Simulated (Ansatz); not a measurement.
**HfHCl3O (SMILES Cl[Hf](Cl)(Cl)O): r2SCAN/def2-SVP (core potential)**

Aim: the vertical ionisation energy of HfHCl3O at r2SCAN/def2-SVP (core potential), from 2 runs. 

The calculation is run with Ansatz 0.2.0.

1 further run of the same task is left out (it didn't finish).

## 1. Starting point

HfHCl3O: 6 atoms, total charge 0, spin state singlet. SMILES: `Cl[Hf](Cl)(Cl)O`. Geometry: relaxed at PBE0-D4/def2-TZVP.

Bond lengths: Cl1–Hf2 2.337 Å, Hf2–Cl3 2.337 Å, Hf2–Cl4 2.337 Å, Hf2–O5 1.881 Å, O5–H6 0.953 Å. Angles: Cl1–Hf2–Cl3 109.7°, Cl1–Hf2–Cl4 109.7°, Cl1–Hf2–O5 109.2°, Cl3–Hf2–Cl4 109.7°, Cl3–Hf2–O5 109.2°, Cl4–Hf2–O5 109.2°, Hf2–O5–H6 179.9°.

## 2. The energy at r2SCAN/def2-SVP (core potential)

run.yaml

```yaml
crystal:
  periodic: [false, false, false]
  atoms:
    - symbol: Cl
      position_ang: [0.876760, -0.101050, -2.336560]
    - symbol: Hf
      position_ang: [-0.022850, -0.350510, -0.194310]
    - symbol: Cl
      position_ang: [-2.262380, -0.999350, -0.349730]
    - symbol: Cl
      position_ang: [1.185990, -1.965090, 0.985740]
    - symbol: O
      position_ang: [0.084060, 1.291990, 0.717110]
    - symbol: H
      position_ang: [0.138420, 2.124020, 1.177740]
basis:
  gaussian: {orbitals: def2-SVP}
accuracy: high
output: {orbitals: {seedname: orbitals}}
hamiltonian: {xc: r2scan}
```

Run with:

```bash
ansatz run run.yaml --threads 1 --pin off --max-ram 3480MiB --events-out events.jsonl --progress --plain --runs-dir runs
```

Output:

```text
Warning: RAYON_NUM_THREADS=1 ignored (pool sized by the plan → 1); use --threads N
Functional definition: r2SCAN
  name "r2SCAN"
  parameter k0 = 0.174
  parameter k1 = 0.065
  parameter a1 = 4.9479
  exchange = r2scan_x(k0 = k0, k1 = k1, a1 = a1)
  correlation = r2scan_c
2132 factors; integrals over basis functions are off by at most 4.0e-9 eV
mean field evaluation 1: about -40924.8854 eV, gradient 5.7e1 eV
mean field evaluation 2: about -40854.8985 eV, gradient 1.8e2 eV
mean field evaluation 4: about -40930.5511 eV, gradient 8.7e0 eV
mean field evaluation 8: about -40930.7580 eV, gradient 5.0e-1 eV
mean field evaluation 16: about -40930.7586 eV, gradient 7.4e-5 eV
mean field -40930.75862891 eV, -1504.1776357478 hartree, gradient 2.1e-8 eV, S^2 0.000000; 0 other end points of the search recorded, 0 dependent functions left out
reference -40930.75863069 eV, -1504.1776358131 hartree; 36, 36 occupied and 69, 69 virtual orbitals, 2132 factors
Total energy: -40930.75863069 eV, -1504.1776358131 hartree
```

Wall time 27 s (1 thread of Arm Neoverse V2, shared host); peak memory 0.41 GiB.

## 3. The doublet cation at the same level

molecule.yaml

```yaml
basis:
  gaussian:
    orbitals: def2-SVP
crystal:
  periodic: [false, false, false]
  atoms:
    - {symbol: Cl, position_ang: [0.876760, -0.101050, -2.336560]}
    - {symbol: Hf, position_ang: [-0.022850, -0.350510, -0.194310]}
    - {symbol: Cl, position_ang: [-2.262380, -0.999350, -0.349730]}
    - {symbol: Cl, position_ang: [1.185990, -1.965090, 0.985740]}
    - {symbol: O, position_ang: [0.084060, 1.291990, 0.717110]}
    - {symbol: H, position_ang: [0.138420, 2.124020, 1.177740]}
total_charge: 1
magnetization:
  spin_polarized: true
  initial_magnetization: 1
hamiltonian:
  xc: r2scan
accuracy: high
output: {orbitals: {seedname: orbitals}}
```

Run with:

```bash
ansatz run molecule.yaml --threads 1 --pin off --max-ram 3480MiB --events-out events.jsonl --progress --plain --runs-dir runs
```

Output, shortened:

```text
Warning: RAYON_NUM_THREADS=1 ignored (pool sized by the plan → 1); use --threads N
[... 2 set-up lines as earlier in the session ...]
[...]
2133 factors; integrals over basis functions are off by at most 4.0e-9 eV
[...]
mean field -40919.72450495 eV, -1503.7721391714 hartree, gradient 5.6e-8 eV, S^2 0.754602; 8 other end points of the search recorded, 0 dependent functions left out
reference -40919.72451736 eV, -1503.7721396274 hartree; 36, 35 occupied and 69, 70 virtual orbitals, 2133 factors
Total energy: -40919.72451736 eV, -1503.7721396274 hartree
```

Wall time 5.7 min (1 thread of Arm Neoverse V2, shared host); peak memory 0.72 GiB.

## 4. What came out

Level: r2SCAN/def2-SVP (core potential).

```
                                          quantity           value
                     singlet HfHCl3O: total energy  -1504.17764 Eh
                      singlet HfHCl3O: HOMO energy        -8.29 eV
                      singlet HfHCl3O: LUMO energy        -2.03 eV
                    singlet HfHCl3O: HOMO–LUMO gap         6.26 eV
                      doublet cation: total energy  -1503.77214 Eh
doublet cation: HOMO energy (highest over α and β)       -13.80 eV
 doublet cation: LUMO energy (lowest over α and β)       -13.72 eV
                              doublet cation: ⟨S²⟩           0.755
vertical ionisation energy (to the doublet cation)       11.034 eV
```

What this shows: The vertical ionisation energy comes to 11.03 eV (254 kcal/mol). The negative HOMO energy of the first species, 8.29 eV, lies 2.74 eV below that difference.
